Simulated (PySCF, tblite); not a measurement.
**C2H11F2PSi3: geometry, infrared bands and NMR shifts**

Aim: predict the infrared bands and NMR shifts of C2H11F2PSi3 (`FC(F)[SiH2][C@@H]([SiH3])[SiH2]P`).

Programs: tblite 0.8.0 and PySCF 2.14.0, with density-fitted response routines of our own. Each step states its level of theory. These are calculated values for one molecule in the gas phase, unless marked as measured. Atoms count from 0, in the outputs and in this text.

### 1 The starting structure

19 atoms, charge 0, multiplicity 1; geometry from: force field or distance geometry start.

Bonds of the start (Å): F0–C1 1.36, C1–F2 1.38, C1–Si3 1.85, Si3–C4 1.86, C4–Si5 1.84, C4–Si6 1.84, Si6–P7 2.23, C1–H8 1.08, Si3–H9 1.49, Si3–H10 1.48, C4–H11 1.09, Si5–H12 1.49, Si5–H13 1.47, Si5–H14 1.48, Si6–H15 1.47, Si6–H16 1.48, P7–H17 1.41, P7–H18 1.41.

### 2 Optimising the geometry with GFN2-xTB

Job settings and geometry (Å):

```
{"job": {"kind": "relax", "xc": "GFN2-xTB", "basis": "xTB"}, "charge": 0, "multiplicity": 1}
F     -3.134900    -1.249200    -0.277800
C     -2.832600    -0.128200     0.425900
F     -2.636800    -0.544100     1.723600
Si    -1.271600     0.620600    -0.214700
C      0.260700    -0.316100     0.250100
Si     0.207300    -1.931900    -0.635800
Si     1.712800     0.591900    -0.414800
P      2.243900     2.312500     0.908200
H     -3.678300     0.543300     0.406100
H     -1.172100     1.989200     0.353700
H     -1.361900     0.817800    -1.681400
H      0.326500    -0.467600     1.326200
H      1.449500    -2.699700    -0.365300
H     -0.897300    -2.764500    -0.126300
H      0.055500    -1.766300    -2.099700
H      1.522100     1.096500    -1.780300
H      2.932800    -0.251700    -0.389000
H      3.490700     2.595400     0.319600
H      2.774100     1.561400     1.982200
```

Command:

```bash
$ OMP_NUM_THREADS=1 python probes_run.py task.json out
```

One launch serves the whole session: the jobs run in the order shown.

Output:

```text
step      E/eV     max force
  0    -735.38381    2.518
  1    -735.57674    1.126
  2    -735.66137    0.633
  3    -735.70006    0.605
  4    -735.74000    0.386
  5    -735.75762    0.315
  6    -735.76691    0.174
  7    -735.77324    0.177
  8    -735.78127    0.214
  9    -735.78944    0.236
 10    -735.79504    0.165
 11    -735.79877    0.161
 12    -735.80297    0.176
 13    -735.80782    0.201
 14    -735.81180    0.157
 15    -735.81397    0.091
 16    -735.81515    0.077
 17    -735.81617    0.077
 18    -735.81740    0.087
 19    -735.81896    0.112
 20    -735.82089    0.123
 21    -735.82287    0.109
 22    -735.82430    0.092
 23    -735.82516    0.059
 24    -735.82586    0.068
 25    -735.82673    0.086
 26    -735.82782    0.092
 27    -735.82883    0.081
 28    -735.82951    0.048
 29    -735.83002    0.057
 30    -735.83060    0.065
 31    -735.83133    0.090
 32    -735.83201    0.085
 33    -735.83245    0.049
 34    -735.83271    0.038
 35    -735.83295    0.040
 36    -735.83320    0.046
 37    -735.83349    0.051
 38    -735.83383    0.049
 39    -735.83422    0.042
 40    -735.83458    0.054
 41    -735.83488    0.042
 42    -735.83512    0.041
 43    -735.83539    0.042
 44    -735.83569    0.042
 45    -735.83598    0.040
 46    -735.83621    0.033
 47    -735.83642    0.029
 48    -735.83667    0.044
 49    -735.83693    0.056
 50    -735.83719    0.044
 51    -735.83742    0.034
 52    -735.83767    0.039
 53    -735.83798    0.061
 54    -735.83830    0.064
 55    -735.83856    0.045
 56    -735.83875    0.031
 57    -735.83895    0.036
 58    -735.83921    0.038
 59    -735.83955    0.058
 60    -735.83987    0.057
 61    -735.84012    0.033
 62    -735.84032    0.033
 63    -735.84051    0.035
 64    -735.84075    0.057
 65    -735.84104    0.058
 66    -735.84136    0.040
 67    -735.84167    0.037
 68    -735.84191    0.028
 69    -735.84210    0.034
 70    -735.84232    0.037
 71    -735.84257    0.063
 72    -735.84286    0.046
 73    -735.84319    0.059
 74    -735.84344    0.063
 75    -735.84380    0.050
 76    -735.84412    0.048
 77    -735.84434    0.028
 78    -735.84444    0.017
 79    -735.84451    0.022
 80    -735.84463    0.029
 81    -735.84479    0.031
 82    -735.84496    0.028
 83    -735.84508    0.024
 84    -735.84517    0.027
 85    -735.84526    0.038
 86    -735.84544    0.040
 87    -735.84578    0.051
 88    -735.84625    0.057
 89    -735.84662    0.050
 90    -735.84690    0.035
 91    -735.84708    0.029
 92    -735.84721    0.040
 93    -735.84735    0.036
 94    -735.84765    0.031
 95    -735.84805    0.037
 96    -735.84848    0.037
 97    -735.84875    0.029
 98    -735.84889    0.022
 99    -735.84899    0.019
100    -735.84913    0.026
101    -735.84930    0.032
102    -735.84947    0.042
103    -735.84964    0.045
104    -735.84982    0.039
105    -735.85005    0.041
106    -735.85027    0.033
107    -735.85048    0.029
108    -735.85059    0.026
109    -735.85070    0.023
110    -735.85095    0.030
111    -735.85129    0.044
112    -735.85168    0.043
113    -735.85203    0.042
114    -735.85232    0.044
115    -735.85266    0.041
116    -735.85307    0.065
117    -735.85339    0.076
118    -735.85372    0.043
119    -735.85388    0.024
120    -735.85395    0.024
121    -735.85404    0.024
122    -735.85416    0.026
123    -735.85430    0.031
124    -735.85446    0.035
125    -735.85460    0.028
126    -735.85470    0.019
127    -735.85478    0.015
128    -735.85486    0.022
129    -735.85496    0.029
130    -735.85510    0.031
131    -735.85524    0.029
132    -735.85535    0.024
133    -735.85544    0.023
134    -735.85552    0.025
135    -735.85561    0.032
136    -735.85573    0.028
137    -735.85583    0.028
138    -735.85591    0.020
139    -735.85594    0.015
140    -735.85597    0.013
141    -735.85599    0.010
142    -735.85602    0.013
143    -735.85605    0.016
144    -735.85609    0.021
145    -735.85613    0.018
146    -735.85617    0.010
```

Run time: 3 s. Hardware: 1 thread of Intel Xeon Platinum 8259CL at 2.50GHz, shared host; peak memory 0.18 GiB.

Relaxation path: (not every step is listed)

```csv
step,energy from step 0 (eV),largest force (eV/Å)
0,0.0000,2.5176
1,-0.1929,1.1264
2,-0.2776,0.6333
3,-0.3162,0.6046
4,-0.3562,0.3858
5,-0.3738,0.3151
6,-0.3831,0.1741
7,-0.3894,0.1771
8,-0.3975,0.2143
21,-0.4391,0.1085
34,-0.4489,0.0383
47,-0.4526,0.0287
60,-0.4561,0.0570
73,-0.4594,0.0594
86,-0.4616,0.0404
99,-0.4652,0.0189
112,-0.4679,0.0434
125,-0.4708,0.0282
138,-0.4721,0.0197
141,-0.4722,0.0104
142,-0.4722,0.0131
143,-0.4722,0.0160
144,-0.4723,0.0211
145,-0.4723,0.0180
146,-0.4724,0.0100
```

Distances of close pairs at the start and the end, largest changes first:

```csv
bond,before (Å),after (Å),change (Å)
C1–Si3,1.846,1.936,+0.090
C4–Si5,1.843,1.921,+0.077
C4–Si6,1.837,1.906,+0.069
Si3–C4,1.855,1.892,+0.037
P7–H18,1.414,1.382,-0.031
P7–H17,1.407,1.381,-0.027
Si5–H14,1.481,1.462,-0.019
Si5–H12,1.485,1.467,-0.018
```

The final coordinates are the input of the step that follows.

### 3 Infrared spectrum with GFN2-xTB

Job settings and geometry (Å):

```
{"job": {"kind": "ir", "xc": "GFN2-xTB", "basis": "xTB"}, "charge": 0, "multiplicity": 1}
F     -3.034356    -1.006306    -0.637562
C     -2.740953    -0.152227     0.385196
F     -2.601417    -0.934881     1.493900
Si    -1.112889     0.826846     0.011949
C      0.342407    -0.372258     0.170537
Si     0.067402    -2.074575    -0.675461
Si     1.960401     0.453768    -0.405400
P      2.010606     2.538216     0.408083
H     -3.635577     0.462828     0.545910
H     -1.105549     1.906694     1.005165
H     -1.311989     1.338172    -1.346144
H      0.457091    -0.586488     1.238211
H      1.326089    -2.822197    -0.583077
H     -0.972919    -2.818624     0.025017
H     -0.272928    -1.848208    -2.079001
H      1.996907     0.602072    -1.864143
H      3.112346    -0.361328     0.009321
H      3.376006     2.695202     0.274712
H      2.129518     2.162545     1.733206
```

Output:

```text
mode    cm-1     km/mol
  1      24.5      2.44
  2      37.5      0.22
  3      54.8      1.39
  4      77.9      3.37
  5      85.3      2.54
  6     112.7      7.03
  7     140.9      1.46
  8     172.8      2.63
  9     177.3      3.36
 10     205.2      0.22
 11     212.8      0.95
 12     352.5     29.93
 13     417.1     34.08
 14     435.9     19.53
 15     477.3     30.97
 16     492.4     10.23
 17     508.6      6.08
 18     533.2     21.77
 19     542.5     14.84
 20     598.2     39.25
 21     620.8     93.16
 22     634.8    202.25
 23     654.9    126.99
 24     681.0     33.88
 25     708.9    111.11
 26     728.5    187.80
 27     750.6    168.45
 28     760.4    169.42
 29     772.4     91.59
 30     792.5    449.05
 31     804.1    451.99
 32     819.4    159.28
 33     849.6    150.55
 34     996.6    121.74
 35    1048.0     92.27
 36    1064.6     69.97
 37    1082.4     93.67
 38    1147.5     13.05
 39    1239.8     32.58
 40    1285.3      3.39
 41    2183.0    176.52
 42    2223.1     85.42
 43    2236.8    410.82
 44    2241.6    234.16
 45    2264.7     88.97
 46    2280.5    421.41
 47    2314.7    119.01
 48    2315.0    312.77
 49    2400.4    140.28
 50    2905.6     45.71
 51    2908.0     19.61
```

It took 2.2 s on 1 thread of Intel Xeon Platinum 8259CL at 2.50GHz, shared host; peak memory 0.18 GiB.

Which atoms move in the most intense modes:

```csv
cm⁻¹,km/mol,atoms
635,202.2,"H16 31 %, H17 23 %"
728,187.8,"H9 25 %, H10 18 %, Si3 11 %"
792,449.1,"H12 30 %, H14 24 %"
804,452.0,"H12 32 %, H13 30 %, C4 16 %"
2237,410.8,"H12 78 %, H9 14 %"
2242,234.2,"H9 77 %, H12 16 %"
2280,421.4,H14 84 %
2315,312.8,"H13 76 %, H18 10 %"
```

### 4 NMR shieldings: PBE0/pcSseg-1

The job, as its differences from that of step 3:

```diff
@@ -1,2 +1,2 @@
-{"job": {"kind": "ir", "xc": "GFN2-xTB", "basis": "xTB"}, "charge": 0, "multiplicity": 1}
+{"job": {"kind": "nmr", "xc": "PBE0", "basis": "pcSseg-1"}, "charge": 0, "multiplicity": 1}
 F     -3.034356    -1.006306    -0.637562
```

Method: GIAO PBE0/pcSseg-1 NMR shielding, non-relativistic, gas phase.

Output:

```text
coarse grid: 17664 points
cycle   1  E = -1491.3428137811  dE =  4.502e-01  |g| = 6.883e-01  |ddm| = 3.855e+00
cycle   2  E = -1491.2624988509  dE =  8.031e-02  |g| = 9.840e-01  |ddm| = 9.936e-01
cycle   3  E = -1491.4268492020  dE = -1.644e-01  |g| = 5.535e-02  |ddm| = 6.054e-01
cycle   4  E = -1491.4274196367  dE = -5.704e-04  |g| = 2.021e-02  |ddm| = 8.470e-02
cycle   5  E = -1491.4275249737  dE = -1.053e-04  |g| = 4.826e-03  |ddm| = 3.459e-02
cycle   6  E = -1491.4275310796  dE = -6.106e-06  |g| = 1.017e-03  |ddm| = 8.194e-03
final grid: 152424 points
cycle   7  E = -1491.4862038071  dE = -3.672e-05  |g| = 6.622e-03  |ddm| = 2.605e-02
cycle   8  E = -1491.4861958823  dE =  7.925e-06  |g| = 9.258e-03  |ddm| = 1.205e-02
cycle   9  E = -1491.4862130409  dE = -1.716e-05  |g| = 5.805e-04  |ddm| = 6.764e-03
cycle  10  E = -1491.4862130922  dE = -5.132e-08  |g| = 2.101e-04  |ddm| = 7.441e-04
cycle  11  E = -1491.4862131017  dE = -9.543e-09  |g| = 4.768e-05  |ddm| = 2.501e-04
cycle  12  E = -1491.4862131021  dE = -4.111e-10  |g| = 2.095e-05  |ddm| = 6.101e-05
converged SCF energy = -1491.4862131021

GIAO shielding tensors (ppm)
atom      isotropic    diamagn.    paramagn.     s11        s22        s33       span
  0 F      315.742     475.523    -159.780    183.523    302.826    460.878    277.355
  1 C       60.067     246.876    -186.809     38.489     65.382     76.331     37.841
  2 F      323.851     475.970    -152.119    189.918    315.765    465.870    275.952
  3 Si     394.282     881.017    -486.735    362.675    392.402    427.768     65.093
  4 C      206.377     264.267     -57.890    196.873    208.642    213.615     16.741
  5 Si     417.092     880.358    -463.266    384.487    403.778    463.012     78.525
  6 Si     395.700     880.774    -485.074    359.900    385.735    441.466     81.566
  7 P      617.538     967.645    -350.107    544.556    603.777    704.279    159.723
  8 H       25.191      27.483      -2.291     22.632     24.352     28.590      5.958
  9 H       27.254      30.252      -2.998     22.291     27.540     31.931      9.640
 10 H       27.546      29.948      -2.402     23.982     26.294     32.361      8.378
 11 H       32.120      35.008      -2.888     27.001     29.321     40.038     13.037
 12 H       27.691      29.537      -1.846     23.536     26.149     33.389      9.853
 13 H       27.252      29.616      -2.364     22.689     26.813     32.253      9.564
 14 H       27.674      29.673      -1.999     24.816     25.457     32.750      7.935
 15 H       27.342      29.796      -2.454     23.583     26.230     32.212      8.629
 16 H       26.743      29.963      -3.219     22.001     25.722     32.508     10.507
 17 H       30.477      29.039       1.438     24.994     26.472     39.965     14.971
 18 H       30.793      30.804      -0.012     25.214     28.860     38.303     13.089
```

It took 89 s on 1 thread of Intel Xeon Platinum 8259CL at 2.50GHz, shared host; peak memory 1.1 GiB.

The references, computed at this level on geometries of the same kind, shield at (ppm): ¹H TMS 31.72, ¹³C TMS 186.9, ²⁹Si TMS 349.2, ¹⁹F CFCl3 170.9, ³¹P H3PO4 318.4. Their shielding less the atom's gives the shift. The references are single molecules in the gas phase, so shifts against H2O, NH3, PH3, H3PO4 or CFCl3 are not on the usual liquid scales and can be off by tens of ppm. Atoms listed in one row are averaged.

```csv
atoms,environment,σ (ppm),δ (ppm),δ scaled to CDCl3
C1,sp3 CH bonded to 2 F and Si,60.1,126.9,121.9
C4,sp3 CH bonded to 3 Si,206.4,-19.5,-20.9
H8,hydrogen on an sp3 CH bonded to 2 F and Si,25.19,6.53,6.26
H16,"hydrogen on a silicon bonded to C, P",26.74,4.97,–
H9,hydrogen on a silicon bonded to 2 C,27.25,4.46,–
H15,"hydrogen on a silicon bonded to C, P",27.34,4.38,–
"H12, H13, H14",hydrogen on a silicon bonded to C,27.54,4.18,–
H10,hydrogen on a silicon bonded to 2 C,27.55,4.17,–
"H17, H18",hydrogen on a phosphorus bonded to Si,30.63,1.08,–
H11,hydrogen on an sp3 CH bonded to 3 Si,32.12,-0.40,-0.27
F0,fluorine of a CF2 group,315.7,-144.8,–
F2,fluorine of a CF2 group,323.9,-152.9,–
Si3,"silicon bonded to 2 C, 2 H",394.3,-45.1,–
Si6,"silicon bonded to C, P, 2 H",395.7,-46.5,–
Si5,"silicon bonded to C, 3 H",417.1,-67.9,–
P7,"phosphorus bonded to Si, 2 H",617.5,-299.2,–
```

The scaled column applies a straight-line fit of computed shieldings to shifts measured in CDCl3, and one for carbons that bear F (root-mean-square error 0.16 ppm for H, 1.9 ppm for C).

The run also stored atomic charges by several schemes (e):

```csv
atoms,Mulliken,IAO,Hirshfeld,ESP fit
F0,-0.31,-0.31,-0.10,-0.23
C1,0.23,0.18,0.06,0.33
F2,-0.31,-0.31,-0.11,-0.24
Si3,0.65,0.73,0.31,0.09
C4,-1.12,-0.92,-0.28,-0.32
Si5,0.51,0.60,0.30,0.25
Si6,0.44,0.58,0.28,0.38
P7,-0.24,-0.11,-0.02,-0.36
```

Mayer bond orders: F0–C1 0.90, C1–F2 0.90, C1–Si3 0.83, Si3–C4 0.90, C4–Si5 0.85, C4–Si6 0.88, Si6–P7 1.00.

The fields below are evaluated on a grid from the run's orbitals.

Frontier orbitals at PBE0/pcSseg-1, with the share of their density that lies nearest to each atom:

```csv
orbital,energy (eV),lies on
HOMO,-7.58,"P7 59 %; Si6 9 %; H16, H17, H18 about 7 % each"
LUMO,-0.24,"P7 12 %; H9, H10, H17 about 9 % each; Si3, Si6 about 8 % each"
```

ELF in a plane through or near 8 of the atoms.

Ten even steps from '0' (0.00) to '9' (1.00):
```
0000000000000000000000000000
0000000000000000000000000000
0000000000000000000000000000
0000000000000121000000000000
0000004677103999100573000000
0000016899506999205999100000
0000346437705998337999400000
0006998271602514395684000000
0018999216612426392131000000
0005997599546885453676300000
0000000224628476101676200000
0000001552328787310021000000
0000003898323622045100000000
0000004898300308348610000000
0000001453005861034300000000
0000000000009997110000000000
0000000000007984000000000000
0000000000000220000000000000
0000000000000000000000000000
0000000000000000000000000000
```
The map spans 13.6 Å across and 11.4 Å up, centred on the molecule. Atoms in the plane (x, y in Å): C1 (2.5, 1.1), Si3 (0.6, 1.2), Si5 (0.8, -2.0), Si6 (-2.0, -0.6), P7 (-2.9, 1.5), H8 (3.1, 2.1), H9 (0.2, 2.4), H17 (-4.2, 1.0).

log10 of the density (e/Å³) in the same plane.

Ten even steps from ' ' (-4.0) to '@' (1.7):
```
                                                        
                                                        
                ..        ......                        
          ..::::::::::..::::::::::........              
      ..::----======------==++==------------..          
    ..::----++++++++======++**++======++++==::..        
    ..::==++********++==++******++++**##**++--::        
    ::--++****##@@##++==++**##%%****####**++--::        
    ::==++####**##**++++++**##%%****%%%%**++==::        
    ::--++++++********++********++****####**==--        
    ..::----==++**%%@@**######**++==++****++==::        
      ..::::==++**####**********++++========::..        
        ..::==++****++++++****##**++++==--::..          
        ..::--==++++======++**@@##**++==--::            
          ..::----------==++****++++====::..            
            ..::::::::--==++**++++==----::..            
                  ....::--======--::::..                
                      ..::::--::::..                    
                        ........                        
                                                        
```
The map spans 13.6 Å across and 11.4 Å up, centred on the molecule. Atoms in the plane (x, y in Å): C1 (2.5, 1.1), Si3 (0.6, 1.2), Si5 (0.8, -2.0), Si6 (-2.0, -0.6), P7 (-2.9, 1.5), H8 (3.1, 2.1), H9 (0.2, 2.4), H17 (-4.2, 1.0).

On the surface of density 0.002 e/bohr³ the electrostatic potential runs, from the 1st to the 99th percentile, from -0.89 V near F2 to 1.23 V near H8.

### 5 Outcome

```
                                                              quantity                                                value
                             strongest single infrared mode (GFN2-xTB)                                 804 cm⁻¹, 452 km/mol
                                          zero-point energy (GFN2-xTB)                                        70.6 kcal/mol
                                ¹³C shifts against TMS (PBE0/pcSseg-1)                                     126.9, -19.5 ppm
¹H shifts against TMS (PBE0/pcSseg-1, means over atoms taken as alike)  6.53, 4.97, 4.46, 4.38, 4.18, 4.17, 1.08, -0.40 ppm
                              ¹⁹F shifts against CFCl3 (PBE0/pcSseg-1)                                   -144.8, -152.9 ppm
                               ²⁹Si shifts against TMS (PBE0/pcSseg-1)                              -45.1, -46.5, -67.9 ppm
                              ³¹P shifts against H3PO4 (PBE0/pcSseg-1)                                           -299.2 ppm
                                 surface potential, 1st and 99th percentile                                   -0.89 V and 1.23 V
```

Relaxing lowered the energy by 0.472 eV in 146 steps; the close pair that moved most is C1–Si3, from 1.846 to 1.936 Å. All 51 modes are real, so the xTB geometry is a minimum. The strongest single mode, at 804 cm⁻¹, is carried by H12, H13, C4. Unscaled tight-binding wavenumbers are off by several per cent, some by more. Its intensities can rank the bands wrongly. The most deshielded hydrogen is H8 (hydrogen on an sp3 CH bonded to 2 F and Si), at 6.53 ppm: its carbon carries F, which withdraws density.
